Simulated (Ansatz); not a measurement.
Which YAML input does this script hand to the engine? (Ansatz 0.2.0 through its Python package)

`run_energy.py`:
```python
'''Electronic structure of the C3H4ClSi molecule.'''

from pathlib import Path
import logging
import sys
import warnings

import ansatz as az

logging.basicConfig(stream=sys.stdout, format='%(name)s: %(message)s')
logger = logging.getLogger('run')
logger.setLevel(logging.INFO)

config = {
    'basis_set': 'STO-3G',
}


def main() -> None:
    warnings.simplefilter('ignore', az.DeckWarning)

    geometry_ang = [
        ('C', (-0.6216, 1.5712, -1.9488)),
        ('C', (-0.0612, 0.8569, -1.2581)),
        ('Si', (0.8653, -0.3102, -0.172)),
        ('C', (-0.0962, -1.1648, 1.0701)),
        ('Cl', (2.3445, 0.743, 0.8211)),
        ('H', (-1.2107, 2.3094, -2.5829)),
        ('H', (0.4413, -1.8597, 1.6981)),
        ('H', (-0.6271, -0.447, 1.7353)),
        ('H', (-0.946, -1.7452, 0.6201)),
    ]
    molecule = az.Crystal.molecule()
    for symbol, xyz in geometry_ang:
        molecule = molecule.atom(symbol, xyz)

    model = (
        molecule.calculation()
        .basis(gaussian=config['basis_set'])
        .functional(az.LibraryFunctional('PBE-QIDH'))
        .spin('collinear', total=1)
        .scf(lower_state_search='off')
        .orbitals()
    )
    done = model.run(runs_dir='c3h4clsi_runs')
    summary = done.report

    logger.info('reference energy %16.6f eV' % summary['reference_energy_ev'])
    logger.info('total energy     %16.6f eV' % summary['free_energy_ev'])
    print('occupied orbitals outside the frozen core (up, down):', summary['n_occupied'], ' frozen:', summary['n_frozen'], ' virtual:', summary['n_virtual'])

    lines = Path(summary['orbitals_path']).read_text().splitlines()
    field_of = lambda key: [line.split('=')[1].strip() for line in lines if line.startswith(key)]
    orbitals = [(27.211386 * float(e), s, float(n)) for e, s, n in zip(field_of('Ene='), field_of('Spin='), field_of('Occup='))]
    homo = max(e for e, _, n in orbitals if n > 0.5)
    lumo = min(e for e, _, n in orbitals if n < 0.5)
    for e, spin, n in sorted(orbitals):
        if homo - 15 < e < lumo + 5:
            logger.info(f'{spin:6s} {e:10.3f} eV  occupation {n:.0f}')


if __name__ == '__main__':
    main()
```

`python run_energy.py` gives:
```text
run: reference energy    -23287.264488 eV
run: total energy        -23289.562001 eV
occupied orbitals outside the frozen core (up, down): [14, 13]  frozen: 13  virtual: [10, 11]
run: Alpha     -17.372 eV  occupation 1
run: Beta      -16.821 eV  occupation 1
run: Alpha     -15.509 eV  occupation 1
run: Beta      -15.107 eV  occupation 1
run: Alpha     -13.715 eV  occupation 1
run: Beta      -13.503 eV  occupation 1
run: Alpha     -13.203 eV  occupation 1
run: Beta      -13.015 eV  occupation 1
run: Alpha     -12.172 eV  occupation 1
run: Beta      -11.870 eV  occupation 1
run: Alpha     -11.011 eV  occupation 1
run: Beta      -10.680 eV  occupation 1
run: Alpha      -9.989 eV  occupation 1
run: Beta       -9.409 eV  occupation 1
run: Alpha      -9.203 eV  occupation 1
run: Alpha      -9.032 eV  occupation 1
run: Beta       -9.001 eV  occupation 1
run: Beta       -8.928 eV  occupation 1
run: Alpha      -8.871 eV  occupation 1
run: Beta       -8.816 eV  occupation 1
run: Alpha      -5.972 eV  occupation 1
run: Beta        2.492 eV  occupation 0
run: Alpha       6.266 eV  occupation 0
run: Beta        6.790 eV  occupation 0
```

`input.yaml`:
```yaml
crystal:
  periodic: [false, false, false]
  atoms:
    - { symbol: C, position_ang: [-0.6216, 1.5712, -1.9488] }
    - { symbol: C, position_ang: [-0.0612, 0.8569, -1.2581] }
    - { symbol: Si, position_ang: [0.8653, -0.3102, -0.172] }
    - { symbol: C, position_ang: [-0.0962, -1.1648, 1.0701] }
    - { symbol: Cl, position_ang: [2.3445, 0.743, 0.8211] }
    - { symbol: H, position_ang: [-1.2107, 2.3094, -2.5829] }
    - { symbol: H, position_ang: [0.4413, -1.8597, 1.6981] }
    - { symbol: H, position_ang: [-0.6271, -0.447, 1.7353] }
    - { symbol: H, position_ang: [-0.946, -1.7452, 0.6201] }
basis:
  gaussian:
    orbitals: STO-3G
hamiltonian:
  xc:
    name: PBE-QIDH
magnetization:
  spin_polarized: true
  initial_magnetization: 1.0
scf:
  lower_state_search: "off"
output:
  orbitals: {}
```

Caveats:
- These settings explore the input space; basis and method may be short of convergence.
- The geometry is a force-field or estimated start, not a minimum of this method, and the basis set is short of its limit.
- The species is open-shell (spin multiplicity 2).
- Levels such as HOMO and LUMO are orbital energies: with these approximate functionals they aren't the ionisation energy and electron affinity, and their gap isn't the fundamental gap.
- Finished in 1.4 s on 1 thread of Intel(R) Xeon(R) 6975P-C (Granite Rapids) (shared host), peak memory 0.14 GiB.

(Lines on the test bed's own set-up are left out of the output.)
